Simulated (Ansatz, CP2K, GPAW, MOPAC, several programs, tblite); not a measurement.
CdSiN2 (ordering on zincblende) from semi-empirical methods to plane-wave DFT

An ordered 4-atom cell of CdSiN2 on the zincblende lattice (P-4m2), relaxed with r2SCAN in Ansatz, was computed with several methods. Space group P-4m2 (No. 115), tetragonal; conventional cell a = 3.034 Å, c = 5.110 Å, 11.76 Å³ an atom. Cd has 4 N at 2.23 Å; N has 2 Si at 1.77 Å and 2 Cd at 2.23 Å; Si has 4 N at 1.77 Å. The calculation is spin-unpolarised, and the structure need not be a phase that has been made.

```yaml
crystal:
  lattice:
    - [3.03399, 0.00000, 0.00000]
    - [0.00000, 3.03399, 0.00000]
    - [0.00000, 0.00000, 5.11023]
  atoms:
    - { symbol: Cd, position: [0.00000, 0.00000, 0.00000] }
    - { symbol: N, position: [0.00000, 0.50000, 0.31974] }
    - { symbol: Si, position: [0.50000, 0.50000, 0.50000] }
    - { symbol: N, position: [0.50000, 0.00000, 0.68026] }
```

Gaps and times are for a single point on this cell; volume and bulk modulus come from each method's own relaxation or energy curve at fixed shape, which is too stiff where a cell has free coordinates or axes. Times are rough, from shared hosts (Arm Neoverse V1), and each method has its own mesh and cell size. A double dagger marks a value from a curve with shape and coordinates held. PM6 (MOPAC): levels, charges or heat of formation failed a check of plausibility, so no values are given. A star marks a curve whose lowest point is an end point. PM6 (MOPAC), PM7 (MOPAC), GFN1-xTB (tblite), GFN2-xTB (tblite) treat a cluster of cells at its zone centre, which samples few k points: where these miss a band edge, the gap comes out too large for that reason alone. Gaps from k meshes are read at a limited set of points (mesh, symmetry points, PBE's band edges), so each method's own least gap may be somewhat smaller. xTB and the PM methods were fitted mostly to molecules, and can miss a solid's gap by electronvolts. Minimal bases can be far off for gaps. GLLB-SC's gap includes the derivative discontinuity. d marks a direct gap, i an indirect one (no mark: not told apart), a dash a value that wasn't computed or didn't pass its checks.

```
                              method              kind  gap (eV)  own volume (Å³/atom)  bulk modulus (GPa)  atoms computed  processor time
light PBE (260 eV and a coarse mesh)  light plane-wave    0.96 i                     –                   –               4           1.2 s
                   GFN1-xTB (tblite)     tight binding      0.68               12.98*‡               112*‡              72             4 s
                         PM7 (MOPAC)    semi-empirical      5.93                     –                   –              72           6.3 s
                                 PBE         semilocal    1.16 i                 12.05                179‡               4           7.7 s
                   GFN2-xTB (tblite)     tight binding      0.85                11.18‡                150‡              72           7.8 s
                      PBE/SZV (CP2K)       small basis    1.28 d                     –                   –               4             9 s
                      GLLB-SC (GPAW)   model potential      1.87                     –                   –               4            13 s
                              r2SCAN         semilocal    1.51 i                 11.76                199‡               4            17 s
                         PM6 (MOPAC)    semi-empirical         –                     –                   –              72            21 s
                     PBE/DZVP (CP2K)       small basis    1.24 i                12.14‡                176‡               4            27 s
              PBE/single zeta (GPAW)       small basis    1.14 i                     –                   –               4            33 s
```

Against r2SCAN (1.51 eV) and with closed or daggered gaps left aside, the nearest gap at the points sampled is that of PBE/SZV (CP2K) (-0.23 eV) and the farthest that of PM7 (MOPAC) (+4.42 eV). r2SCAN is only a yardstick of convenience: semilocal gaps usually lie below measured ones, which GLLB-SC and hybrids aim to mend.

Volumes against r2SCAN's: PBE +2.5 %.

The runs are scalar-relativistic, without spin-orbit coupling.
